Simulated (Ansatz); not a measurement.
# ClH₃S₂Si: how energies converge with the basis set

How large a basis does ClH₃S₂Si need? Two functionals are run in growing sets.

Method: one geometry, several basis sets; program: Ansatz 0.2.0, Gaussian basis.

Plan: PBE0-D4/def2-SVP; ωB97M-V/def2-SVP; PBE0-D4/def2-QZVPP; ωB97M-V/def2-QZVPP; the functionals' def2-TZVPP values are taken from earlier runs.

**1. Structure used throughout**

The geometry comes from an earlier relaxation with PBE0-D4 in a triple-zeta def2 set; it is a stationary point, not always the lowest conformer.

SMILES `S[SiH](S)Cl`, 7 atoms, charge 0, spin multiplicity 1.

Atoms are counted from 1 here; the program's logs count them from 0.

Bond lengths: S1–Si2 2.118 Å, S1–H5 1.345 Å, Si2–S3 2.119 Å, Si2–Cl4 2.055 Å, Si2–H6 1.478 Å, S3–H7 1.344 Å. Angles: Si2–S1–H5 93.3°, S1–Si2–S3 103.9°, S1–Si2–Cl4 113.8°, S1–Si2–H6 110.0°, S3–Si2–Cl4 109.9°, S3–Si2–H6 114.3°, Cl4–Si2–H6 105.2°, Si2–S3–H7 93.6°.

**2. PBE0-D4 in def2-SVP**

in.yaml reads:

```yaml
crystal:
  periodic: [false, false, false]
  atoms:
    - {symbol: S, position_ang: [-0.763720, 1.049611, -1.542156]}
    - {symbol: Si, position_ang: [-0.061273, 0.011360, 0.164934]}
    - {symbol: S, position_ang: [1.915165, -0.547663, -0.357195]}
    - {symbol: Cl, position_ang: [-1.162454, -1.660207, 0.629244]}
    - {symbol: H, position_ang: [-1.674499, 1.745612, -0.839407]}
    - {symbol: H, position_ang: [-0.152570, 0.879387, 1.357082]}
    - {symbol: H, position_ang: [1.960651, -1.545999, 0.541898]}
basis:
  gaussian: {orbitals: def2-SVP}
hamiltonian: {xc: pbe0, dispersion: d4}
output: {orbitals: {seedname: orbitals}}
```

On the command line:

```
> ansatz run in.yaml --threads 2 --pin off --events-out ev --progress --plain --max-ram 4352MiB
```

After this run come: ωB97M-V in def2-SVP; PBE0-D4 in def2-QZVPP; ωB97M-V in def2-QZVPP.

**Question.** What will the summary of the whole plan be? Wanted: PBE0-D4: double and triple zeta above quadruple; ωB97M-V: double and triple zeta above quadruple.

The runs gave:

| quantity | value |
| --- | --- |
| PBE0-D4: double and triple zeta above quadruple | 16.12, 1.30 eV |
| ωB97M-V: double and triple zeta above quadruple | 15.96, 1.23 eV |

**Reading.** For PBE0-D4 the step from double to triple zeta gains 14.82 eV and the next only 1.30 eV. These are total energies; as a rule much of such shifts cancels in differences, which this series doesn't test. The LUMO of ωB97M-V is positive and keeps falling with the basis (2.12 to 1.21 eV): an unbound level that the basis holds in place.
